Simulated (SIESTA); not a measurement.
Write the native input for SIESTA 5.4.2 that does the following.

| Item | Value |
| --- | --- |
| Task | single point |
| Functional | PBEsol |
| Potentials or basis | PseudoDojo 0.4 standard (PBEsol files) |
| Basis | DZP (energy shift 0.003 Ry; two zetas on semicore shells) |
| Grid cutoff | 800 Ry |
| Energy shift | 0.003 Ry |
| k mesh | 6 × 3 × 4 |
| Occupations | fermi-dirac, width 0.05 eV |
| Spin | no spin polarisation |

The system is Cd4Te3Se.

```
Te Cd Se
1.0
     4.57194    0.00000    0.00000
     0.00000    9.15408    0.00000
     0.00000    0.00000    6.43104
Te Cd Se
3 4 1
Direct
  0.00000 0.24332 0.24978
  0.50000 0.50000 0.74712
  0.00000 0.75668 0.24978
  0.50000 0.23750 0.50901
  0.00000 0.50000 0.00598
  0.50000 0.76250 0.50901
  0.00000 0.00000 0.97769
  0.50000 0.00000 0.75165
```

The cell comes from a database or a generator and needn't be the stable form of this composition.

The input as run:

Cd4Te3Se.fdf

```
SystemName                      Cd4Te3Se
SystemLabel                     Cd4Te3Se
NumberOfSpecies                 3
NumberOfAtoms                   8
%block ChemicalSpeciesLabel
  1  52 Te
  2  48 Cd
  3  34 Se
%endblock ChemicalSpeciesLabel

LatticeConstant                 1.0 Ang
%block LatticeVectors
     4.5719449500     0.0000000000     0.0000000000
     0.0000000000     9.1540774000     0.0000000000
     0.0000000000     0.0000000000     6.4310369800
%endblock LatticeVectors
AtomicCoordinatesFormat         Fractional
%block AtomicCoordinatesAndAtomicSpecies
     0.0000000000     0.2433194500     0.2497756900  1  Te
     0.5000000000     0.5000000000     0.7471231900  1  Te
     0.0000000000     0.7566805500     0.2497756900  1  Te
     0.5000000000     0.2375010400     0.5090066300  2  Cd
     0.0000000000     0.5000000000     0.0059773800  2  Cd
     0.5000000000     0.7624989600     0.5090066300  2  Cd
     0.0000000000     0.0000000000     0.9776872700  2  Cd
     0.5000000000     0.0000000000     0.7516485300  3  Se
%endblock AtomicCoordinatesAndAtomicSpecies

%block kgrid.MonkhorstPack
    6   0   0  0.0
    0   3   0  0.0
    0   0   4  0.0
%endblock kgrid.MonkhorstPack
XC.Functional                   GGA
XC.Authors                      PBEsol
PAO.BasisSize                   DZP
PAO.EnergyShift                 0.003 Ry
Mesh.Cutoff                     800 Ry
OccupationFunction              FD
ElectronicTemperature           0.05 eV
MaxSCFIterations                120
SCF.MustConverge                false
SCF.Mixer.Method                Pulay
SCF.Mixer.Weight                0.25
SCF.Mixer.History               8
SCF.DM.Tolerance                5.0e-05
SCF.H.Tolerance                 1.0e-03 eV
WriteForces                     true
Charge.Mulliken                 end
%block PAO.Basis
  Te 4
  n=5 0 2
    5.613 0.000
  n=5 1 2
    7.253 0.000
  n=4 2 2
    3.260 0.000
  n=5 2 1
    7.253
  Cd 5
  n=4 0 2
    2.625 0.000
  n=5 0 2
    7.504 0.000
  n=4 1 2
    2.973 0.000
  n=5 1 1
    7.504
  n=4 2 2
    4.584 0.000
  Se 4
  n=4 0 2
    5.129 0.000
  n=4 1 2
    6.708 0.000
  n=3 2 2
    2.662 0.000
  n=4 2 1
    6.708
%endblock PAO.Basis
```

Potentials or basis: PseudoDojo 0.4 standard (PBEsol files), DZP (energy shift 0.003 Ry; two zetas on semicore shells).

Run with:

```bash
$ siesta < Cd4Te3Se.fdf > Cd4Te3Se.out 2>&1
```

Results of the run:

```yaml
Pressure: -1.5 GPa
Largest_force: 0.072 eV/Å
Band_gap_on_the_k_mesh: 0.60 eV, direct
```

Caveat: spin-orbit coupling is left out, which moves the levels of the heavy elements; the basis of atomic orbitals isn't converged, which shifts pressures, moduli and gaps.

Wall time 97 s on 1 thread of Arm Neoverse V2, with other jobs on the host, peak memory 0.72 GiB.
